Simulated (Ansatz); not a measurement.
**ZrSiH₃+ (triplet): the correlation ladder, def2-SVP**

The task here is to estimate one member of a computed series from the others.

Program: Ansatz 0.2.0, Gaussian basis. Level of theory: def2-SVP, core rule «outside noble gas», up to 9 orbitals frozen. These are calculated values, not measurements.

The runs, in order: UHF; CCSD(T) on ROHF; CCSD(T) on UHF; CISD; CCSDT(Q) on ROHF; CCSDT(Q) on UHF; CASSCF and NEVPT2, 10 electrons in 10 orbitals.

27 further runs of the same task are left out: 11 that didn't finish, 16 set aside as unsound or not needed.

## What is computed

The geometry is a PBE0/def2-TZVP stationary point (not a proven minimum) of the parent state, kept for this charge and spin. No spin-orbit coupling is included. Elements past krypton take def2 core potentials.

5 atoms, charge 1, spin multiplicity 3.

Atoms are counted from 1 here; the program's logs count them from 0.

Bond lengths: Zr1–Si2 2.696 Å, Si2–H3 1.502 Å, Si2–H4 1.499 Å, Si2–H5 1.499 Å. Angles: Zr1–Si2–H3 108.5°, Zr1–Si2–H4 115.3°, Zr1–Si2–H5 115.3°, H3–Si2–H4 105.6°, H3–Si2–H5 105.6°, H4–Si2–H5 105.6°.

The first run:

in.yaml reads:

```yaml
crystal:
  periodic: [false, false, false]
  atoms:
    - {symbol: Zr, position_ang: [0.000228, 0.000000, 0.700135]}
    - {symbol: Si, position_ang: [0.003895, 0.000000, -1.996032]}
    - {symbol: H, position_ang: [-1.420000, 0.000000, -2.475091]}
    - {symbol: H, position_ang: [0.645437, 1.194272, -2.636447]}
    - {symbol: H, position_ang: [0.645437, -1.194272, -2.636447]}
basis:
  gaussian: {orbitals: def2-SVP}
total_charge: 1
magnetization: {spin_polarized: true, initial_magnetization: 2}
hamiltonian: {xc: hf}
output: {orbitals: {seedname: orbitals}}
```

On the command line:

```bash
$ ansatz run in.yaml --threads 1 --pin off --events-out ev --progress --plain --max-ram 2393MiB
```

Among the steps run: UHF; CCSD(T) on ROHF; CCSD(T) on UHF; CISD; CCSDT(Q) on ROHF; CCSDT(Q) on UHF; CASSCF and NEVPT2, 10 electrons in 10 orbitals.

One of the session's tables, all rows but one given; the rest of the session is left out.

```
         method  from RCCSDT(Q) (meV)
           ROHF               +4712.7
            UHF               +4564.6
           RMP2               +1071.9
           UMP2                     ?
           CISD                +480.9
          RCCSD                +171.5
          UCCSD                 +95.4
       RCCSD(T)                 +39.0
       UCCSD(T)                 -35.0
         RCCSDT                  +6.2
         UCCSDT                 -68.7
      RCCSDT(Q)                     0
      UCCSDT(Q)                 -75.2
CASSCF frontier               +3044.4
NEVPT2 frontier                +998.8
```

**Question.** Estimate the row for UMP2.

The run gave: from RCCSDT(Q) (meV): +998.0. In the column «from RCCSDT(Q) (meV)» it lies between CISD (+480.9) and NEVPT2 frontier (+998.8).

Caveats from the session: Restricted and unrestricted rows rest on different reference determinants; where their highest levels disagree by more than a few hundredths of an eV, they describe different states and don't form one ladder.
